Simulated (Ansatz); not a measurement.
# AlAsH₃+ (triplet): from Hartree-Fock to the top rungs, cc-pVDZ

An exercise on one series of results from a longer session: the logs are not shown, and one member is left open.

The runs use Ansatz 0.2.0, Gaussian basis; cc-pVDZ, core rule «outside noble gas», up to 19 orbitals frozen.

To be run: UHF; CCSD(T) on ROHF; CCSD(T) on UHF; BCCD(T) on ROHF; CISD as a restricted active space (open shells left free, so some higher excitations enter); CCSDT(Q) on ROHF; CCSDT(Q) on UHF.

18 further runs of the same task are left out: 7 that didn't finish, 11 set aside as unsound or not needed. Runs told in other sessions of the task aren't counted.

### What is computed

The geometry is a PBE0/def2-TZVP stationary point (not a proven minimum) of the parent state, kept for this charge and spin. No spin-orbit coupling is included. The filled d shell of As may be among the frozen orbitals whatever the setting's name suggests.

5 atoms, charge 1, spin multiplicity 3.

Atoms are counted from 1 here; the program's logs count them from 0.

Bond lengths: Al1–As2 2.457 Å, Al1–H3 1.608 Å, As2–H4 1.527 Å, As2–H5 1.521 Å. Angles: As2–Al1–H3 115.1°, Al1–As2–H4 88.1°, Al1–As2–H5 93.5°, H4–As2–H5 92.9°.

Set-up of the first run:

in.yaml reads:

```yaml
crystal:
  periodic: [false, false, false]
  atoms:
    - {symbol: Al, position_ang: [0.030968, -0.131818, 1.790177]}
    - {symbol: As, position_ang: [-0.036900, 0.036215, -0.659781]}
    - {symbol: H, position_ang: [-0.046103, 1.270326, 2.572815]}
    - {symbol: H, position_ang: [1.257138, 0.843580, -0.588998]}
    - {symbol: H, position_ang: [0.702801, -1.277219, -0.862641]}
basis:
  gaussian: {orbitals: cc-pVDZ}
total_charge: 1
magnetization: {spin_polarized: true, initial_magnetization: 2}
hamiltonian: {xc: hf}
output: {orbitals: {seedname: orbitals}}
```

Launch:

```console
ansatz run in.yaml --threads 1 --pin off --events-out ev --progress --plain --max-ram 2393MiB
```

Among the steps run: UHF; CCSD(T) on ROHF; CCSD(T) on UHF; BCCD(T) on ROHF; CISD as a restricted active space (open shells left free, so some higher excitations enter); CCSDT(Q) on ROHF; CCSDT(Q) on UHF.

One table of the session follows, with a row left open; its other results are not shown here.

It belongs to the step «Misses and costs». 

```
   method  from UCCSDT(Q) (kJ/mol)
     ROHF                   +481.8
      UHF                   +466.8
     RMP2                   +115.3
     UMP2                   +112.7
     CISD                    +51.5
    RCCSD                    +17.0
    UCCSD                    +16.0
 RCCSD(T)                     +4.2
 UCCSD(T)                        ?
  BCCD(T)                     +4.0
   RCCSDT                     +0.9
   UCCSDT                     +0.5
RCCSDT(Q)                     +0.3
UCCSDT(Q)                        0
```

Q: Estimate the row for UCCSD(T) from the others.

**Answer.** from UCCSDT(Q) (kJ/mol): +3.8. In the column «from UCCSDT(Q) (kJ/mol)» it lies between RCCSDT (+0.9) and BCCD(T) (+4.0).

Limits of these values: Restricted and unrestricted rows rest on different reference determinants; a gap between their highest levels can come from leftover correlation error, from unlike frozen cores or from another state.
